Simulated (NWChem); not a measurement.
# the pair GaHClF···BH3SO: a chain of runs

We compute a single-point energy (singlet GaBH4SClOF, B97-D/def2-SVP), then the energy (singlet GaHClF, B97-D/def2-SVP), then the energy (singlet BH3SO, B97-D/def2-SVP), then a single-point energy (singlet GaHClF, B97-D/def2-SVP), then the energy (singlet BH3SO, B97-D/def2-SVP) of BClFGaH4OS and its partners. 

The results are computed with NWChem 7.3.0.

## (1) The structure to begin with

GaBH4SClOF has 10 atoms, charge 0, and is taken as a singlet. The two molecules were placed rigidly side by side, at 1 times their contact distance; the pair isn't optimised.

Bond lengths: F1–Ga2 1.744 Å, Ga2–Cl3 2.122 Å, O5–B6 1.351 Å, B6–S7 1.813 Å, Ga2–H4 1.541 Å, O5–H8 0.961 Å, B6–H9 1.193 Å, S7–H10 1.340 Å. Angles: F1–Ga2–Cl3 113.4°, O5–B6–S7 121.4°, F1–Ga2–H4 120.8°, Cl3–Ga2–H4 125.8°, O5–B6–H9 118.0°, S7–B6–H9 120.6°, B6–O5–H8 115.3°, B6–S7–H10 96.0°.

## (2) A single-point energy at B97-D/def2-SVP (run 1)

File bclfgah4os.nw:

```
start bclfgah4os
title "BClFGaH4OS"
memory stack 880 mb heap 220 mb global 1100 mb

geometry noautosym nocenter noautoz
F     -1.700700     0.055480     0.271400
Ga     0.010300     0.148680    -0.053900
Cl     1.052300    -1.643820     0.396800
H      0.638100     1.439680    -0.614300
O     -1.473840    -0.226050     3.254920
B     -1.614360    -0.640110     4.533230
S     -2.357820     0.428110     5.795220
H     -1.793300     0.662160     3.073290
H     -1.233770    -1.735540     4.812510
H     -2.244480    -0.446880     6.804290
end

basis spherical bse
* library def2-SVP
end

dft
xc becke97-d
grid fine
convergence energy 1e-08
iterations 100
mulliken
print low
end

task dft
```

The run is started by

```console
$ nwchem bclfgah4os.nw > bclfgah4os.out
```

What it wrote (excerpt; [...] marks lines left out):

```text
[...]
 d= 0,ls=0.0,diis     1  -2985.7885400859 -3.53D+03  1.98D-02  1.15D+00     2.2
[...]
 d= 0,ls=0.0,diis    11  -2985.9415410517 -8.33D-09  5.02D-07  5.70D-09    18.7
         Total DFT energy =    -2985.941541051722
      One electron energy =    -5226.572376703018
           Coulomb energy =     1855.303123566439
    Exchange-Corr. energy =     -154.704761997866
 Nuclear repulsion energy =      540.039265479194
    Dispersion correction =       -0.006791396471
[...]
      Total Density - Mulliken Population Analysis
     ---------------------------------------------
    Atom       Charge   Shell Charges
 -----------   ------   -------------------------------------------------------
    1 F    9     9.36   1.99  1.13  0.82  3.34  2.09  0.00
    2 Ga  31    30.38   2.00  2.00  1.99  1.04  0.03  6.00  5.98  0.83  0.32  8.10  1.78  0.30
    3 Cl  17    17.20   2.00  1.98  1.29  0.66  5.93  2.17  3.15  0.01
    4 H    1     1.07   0.70  0.36  0.01
    5 O    8     8.09   1.99  1.09  0.56  2.91  1.53  0.01
    6 B    5     5.02   1.99  0.81  0.13  1.57  0.40  0.13
    7 S   16    16.12   2.00  1.98  1.26  0.57  5.93  1.87  2.46  0.05
    8 H    1     0.82   0.70  0.05  0.07
    9 H    1     1.02   0.76  0.24  0.01
   10 H    1     0.92   0.72  0.16  0.03
[...]
```

Wall time 20 s (1 thread of AMD EPYC 9R45 (Zen 5), shared host); peak memory 0.13 GiB.

## (3) GaHClF: a single-point energy at B97-D/def2-SVP (run 2)

File calc.nw:

```
start calc
memory stack 880 mb heap 220 mb global 1100 mb
geometry units bohr noautosym nocenter noautoz
  F  -3.21385722  0.10484201  0.51287167
  Ga  0.01946418  0.28096448 -0.10185624
  Cl  1.98855880 -3.10636960  0.74984333
  H   1.20583424  2.72060091 -1.16085876
end
basis "ao basis" spherical bse
  * library def2-SVP
end
dft
  xc becke97-d
  grid fine
  convergence energy 1e-08
  maxiter 100
  mulliken
  print low
end
task dft energy
```

The run is started by

```console
$ nwchem calc.nw > calc.out
```

What it wrote (excerpt; [...] marks lines left out):

```text
[...]
 d= 0,ls=0.0,diis     1  -2485.9486394484 -2.74D+03  3.27D-02  6.81D-01     0.8
[...]
 d= 0,ls=0.0,diis    11  -2486.0397914286 -1.60D-09  2.94D-07  4.20D-10     5.8
         Total DFT energy =    -2486.039791428620
      One electron energy =    -3971.273145847065
           Coulomb energy =     1344.328162786990
    Exchange-Corr. energy =     -115.246034083873
 Nuclear repulsion energy =      256.152621529011
    Dispersion correction =       -0.001395813682
[...]
      Total Density - Mulliken Population Analysis
     ---------------------------------------------
    Atom       Charge   Shell Charges
 -----------   ------   -------------------------------------------------------
    1 F    9     9.36   1.99  1.13  0.81  3.34  2.08  0.00
    2 Ga  31    30.37   2.00  2.00  1.99  1.04  0.03  6.00  5.98  0.83  0.31  8.10  1.78  0.30
    3 Cl  17    17.20   2.00  1.98  1.29  0.66  5.93  2.17  3.16  0.01
    4 H    1     1.07   0.70  0.36  0.01
[...]
```

Run time: 6.3 s. Hardware: 1 thread of AMD EPYC 9R45 (Zen 5), shared host; peak memory 0.11 GiB.

## (4) BH3SO: a single-point energy at B97-D/def2-SVP (run 3)

File struct.nw:

```
start struct
title "BH3OS B97-D"
memory 2200 mb

geometry units angstrom noautosym nocenter noautoz
O    -1.473840   -0.226050    3.254920
B    -1.614360   -0.640110    4.533230
S    -2.357820    0.428110    5.795220
H    -1.793300    0.662160    3.073290
H    -1.233770   -1.735540    4.812510
H    -2.244480   -0.446880    6.804290
end

basis spherical bse
* library def2-SVP
end

dft
xc becke97-d
mult 1
grid fine
convergence energy 1e-08
maxiter 100
mulliken
noprint "final vectors analysis"
end

task dft energy
```

The run is started by

```console
$ nwchem struct.nw > struct.out
```

What it wrote (excerpt; [...] marks lines left out):

```text
[...]
          Wavefunction type:  closed shell.
          No. of atoms     :     6
          No. of electrons :    32
[...]
          Charge           :     0
          Spin multiplicity:     1
[...]
          AO basis - number of functions:    61
[...]
              XC Information
              --------------
                   Becke 97-D Method XC Functional
                  Becke 1997-D Exchange Functional  1.000
                Becke 1997-D Correlation Potential  1.000
[...]
 d= 0,ls=0.0,diis     1   -499.8348588852 -5.89D+02  2.05D-02  4.74D-01     0.4
[...]
 d= 0,ls=0.0,diis    10   -499.8972344320 -4.85D-09  7.96D-07  3.47D-09     3.4
         Total DFT energy =     -499.897234432031
      One electron energy =     -864.881973148882
           Coulomb energy =      315.680587578528
    Exchange-Corr. energy =      -39.462071267267
 Nuclear repulsion energy =       88.768938773353
    Dispersion correction =       -0.002716367764
[...]
      Total Density - Mulliken Population Analysis
     ---------------------------------------------
    Atom       Charge   Shell Charges
 -----------   ------   -------------------------------------------------------
    1 O    8     8.09   1.99  1.09  0.55  2.91  1.54  0.01
    2 B    5     5.02   1.99  0.81  0.13  1.57  0.41  0.13
    3 S   16    16.12   2.00  1.98  1.26  0.57  5.93  1.87  2.47  0.05
    4 H    1     0.83   0.70  0.06  0.07
    5 H    1     1.02   0.76  0.25  0.01
    6 H    1     0.92   0.72  0.16  0.03
[...]
```

It took 3.9 s on 1 thread of AMD EPYC 9R45 (Zen 5), shared host; peak memory 0.11 GiB.

## (5) GaHClF among ghost functions: the energy at B97-D/def2-SVP (with ghost functions) (run 4)

File clfgah.nw:

```
start clfgah
title "ClFGaH"
memory total 2200 mb
geometry units bohr noautosym nocenter noautoz
 F   -3.21385722   0.10484201   0.51287167
 Ga   0.01946418   0.28096448  -0.10185624
 Cl   1.98855880  -3.10636960   0.74984333
 H    1.20583424   2.72060091  -1.16085876
 bqO     -2.785154    -0.427173     6.150907
 bqB     -3.050698    -1.209633     8.566563
 bqS     -4.455634     0.809011    10.951379
 bqH     -3.388846     1.251301     5.807676
 bqH     -2.331487    -3.279695     9.094326
 bqH     -4.241452    -0.844481    12.858245
end
basis spherical bse
 F library def2-SVP
 Ga library def2-SVP
 Cl library def2-SVP
 H library def2-SVP
 bqO library O def2-SVP
 bqB library B def2-SVP
 bqS library S def2-SVP
 bqH library H def2-SVP
end
dft
 xc becke97-d
 grid fine
 convergence energy 1e-08
 iterations 100
 mulliken
 noprint "final vectors analysis"
end
task dft
```

The run is started by

```console
$ nwchem clfgah.nw > clfgah.out
```

What it wrote (excerpt; [...] marks lines left out):

```text
[...]
          Wavefunction type:  closed shell.
          No. of atoms     :    10
          No. of electrons :    58
[...]
          Charge           :     0
          Spin multiplicity:     1
[...]
          AO basis - number of functions:   130
[...]
              XC Information
              --------------
                   Becke 97-D Method XC Functional
                  Becke 1997-D Exchange Functional  1.000
                Becke 1997-D Correlation Potential  1.000
[...]
 d= 0,ls=0.0,diis     1  -2485.9499091134 -2.74D+03  1.73D-02  6.81D-01     1.9
[...]
 d= 0,ls=0.0,diis    11  -2486.0409987192 -1.56D-09  1.61D-07  4.27D-10    16.6
         Total DFT energy =    -2486.040998719217
      One electron energy =    -3971.239709804051
           Coulomb energy =     1344.291316643041
    Exchange-Corr. energy =     -115.243831273536
 Nuclear repulsion energy =      256.152621529011
    Dispersion correction =       -0.001395813682
[...]
      Total Density - Mulliken Population Analysis
     ---------------------------------------------
    Atom       Charge   Shell Charges
 -----------   ------   -------------------------------------------------------
    1 F    9     9.36   1.99  1.13  0.82  3.34  2.08  0.00
    2 Ga  31    30.36   2.00  2.00  1.99  1.04  0.02  6.00  5.98  0.83  0.31  8.10  1.78  0.30
    3 Cl  17    17.20   2.00  1.98  1.29  0.66  5.93  2.17  3.15  0.01
    4 H    1     1.07   0.70  0.36  0.01
    5 X    0     0.00   0.00 -0.00 -0.00 -0.00  0.00 -0.00
    6 X    0     0.00  -0.00  0.00  0.00  0.00  0.00  0.00
    7 X    0     0.00   0.00 -0.00 -0.00  0.00 -0.00 -0.00  0.00 -0.00
    8 X    0     0.01  -0.00  0.01 -0.00
    9 X    0    -0.00  -0.00 -0.00 -0.00
   10 X    0     0.00  -0.00  0.00 -0.00
[...]
```

Wall time 17 s (1 thread of AMD EPYC 9R45 (Zen 5), shared host); peak memory 0.13 GiB.

## (6) BH3SO among ghost functions: a single-point energy at B97-D/def2-SVP (with ghost functions) (run 5)

File run.nw:

```
start run
memory total 2200 mb
geometry units atomic noautosym nocenter noautoz
O   -2.78515395  -0.42717259   6.15090736
B   -3.05069827  -1.20963259   8.56656316
S   -4.45563405   0.80901065  10.95137863
H   -3.38884586   1.25130105   5.80767640
H   -2.33148740  -3.27969528   9.09432587
H   -4.24145249  -0.84448081  12.85824457
bqF     -3.213857     0.104842     0.512872
bqGa     0.019464     0.280964    -0.101856
bqCl     1.988559    -3.106370     0.749843
bqH      1.205834     2.720601    -1.160859
end
basis spherical bse
O library def2-SVP
B library def2-SVP
S library def2-SVP
H library def2-SVP
bqF library F def2-SVP
bqGa library Ga def2-SVP
bqCl library Cl def2-SVP
bqH library H def2-SVP
end
dft
xc becke97-d
mult 1
grid fine
convergence energy 1e-08
iterations 100
mulliken
print low
end
task dft energy
```

The run is started by

```console
$ nwchem run.nw > run.out
```

What it wrote (excerpt; [...] marks lines left out):

```text
[...]
 d= 0,ls=0.0,diis     1   -499.8364261234 -5.89D+02  9.31D-03  4.73D-01     1.6
[...]
 d= 0,ls=0.0,diis    10   -499.8989081614 -4.89D-09  3.69D-07  3.59D-09    13.9
         Total DFT energy =     -499.898908161367
      One electron energy =     -864.835704730968
           Coulomb energy =      315.628473611004
    Exchange-Corr. energy =      -39.457893113946
 Nuclear repulsion energy =       88.768932441102
    Dispersion correction =       -0.002716368559
[...]
      Total Density - Mulliken Population Analysis
     ---------------------------------------------
    Atom       Charge   Shell Charges
 -----------   ------   -------------------------------------------------------
    1 O    8     8.09   1.99  1.09  0.56  2.91  1.53  0.01
    2 B    5     5.02   1.99  0.81  0.12  1.57  0.40  0.13
    3 S   16    16.12   2.00  1.98  1.26  0.57  5.93  1.87  2.46  0.05
    4 H    1     0.82   0.70  0.05  0.07
    5 H    1     1.02   0.76  0.24  0.01
    6 H    1     0.92   0.72  0.16  0.03
    7 X    0     0.00  -0.00  0.00 -0.00 -0.00  0.00  0.00
    8 X    0     0.02   0.00  0.00  0.00 -0.00  0.01 -0.00  0.00 -0.00  0.01  0.00 -0.00  0.00
    9 X    0    -0.00  -0.00 -0.00  0.00 -0.00 -0.00  0.00 -0.00 -0.00
   10 X    0     0.00   0.00  0.00  0.00
[...]
```

It took 14 s on 1 thread of AMD EPYC 9R45 (Zen 5), shared host; peak memory 0.13 GiB.

## (7) What came out

| quantity | value |
| --- | --- |
| run 1, B97-D/def2-SVP: total energy | -2985.94154 Eh |
| run 1, B97-D/def2-SVP: dispersion energy | -17.83 kJ/mol |
| GaHClF: total energy | -2486.03979 Eh |
| GaHClF: dispersion energy | -3.66 kJ/mol |
| BH3SO: total energy | -499.89723 Eh |
| BH3SO: dipole moment | 0.78 D |
| BH3SO: dispersion energy | -7.13 kJ/mol |
| GaHClF among ghost functions: total energy | -2486.04100 Eh |
| GaHClF among ghost functions: dipole moment | 1.97 D |
| GaHClF among ghost functions: dispersion energy | -3.66 kJ/mol |
| BH3SO among ghost functions: total energy | -499.89891 Eh |
| BH3SO among ghost functions: dispersion energy | -7.13 kJ/mol |
| interaction energy of the rigid parts GaHClF and BH3SO (parts in their own basis; closest atoms 2.87 Å apart) | -0.123 eV |
| interaction energy of the rigid parts GaHClF and BH3SO (parts in the whole basis, counterpoise; closest atoms 2.87 Å apart) | -0.044 eV |

What this shows: The interaction energy of the rigid parts GaHClF and BH3SO (parts in their own basis; closest atoms 2.87 Å apart) is −0.12 eV (−2.8 kcal/mol): the parts attract. Without counterpoise this holds the superposition error of the basis. The interaction energy of the rigid parts GaHClF and BH3SO (parts in the whole basis, counterpoise; closest atoms 2.87 Å apart) is −0.04 eV (−1.0 kcal/mol): the parts attract. The basis-set superposition error is 7.6 kJ/mol. Mulliken charges (run 1, B97-D/def2-SVP) run from -0.36 on F1 to +0.62 on Ga2. Mulliken charges (BH3SO) run from -0.12 on S3 to +0.17 on H4; they depend strongly on the basis.
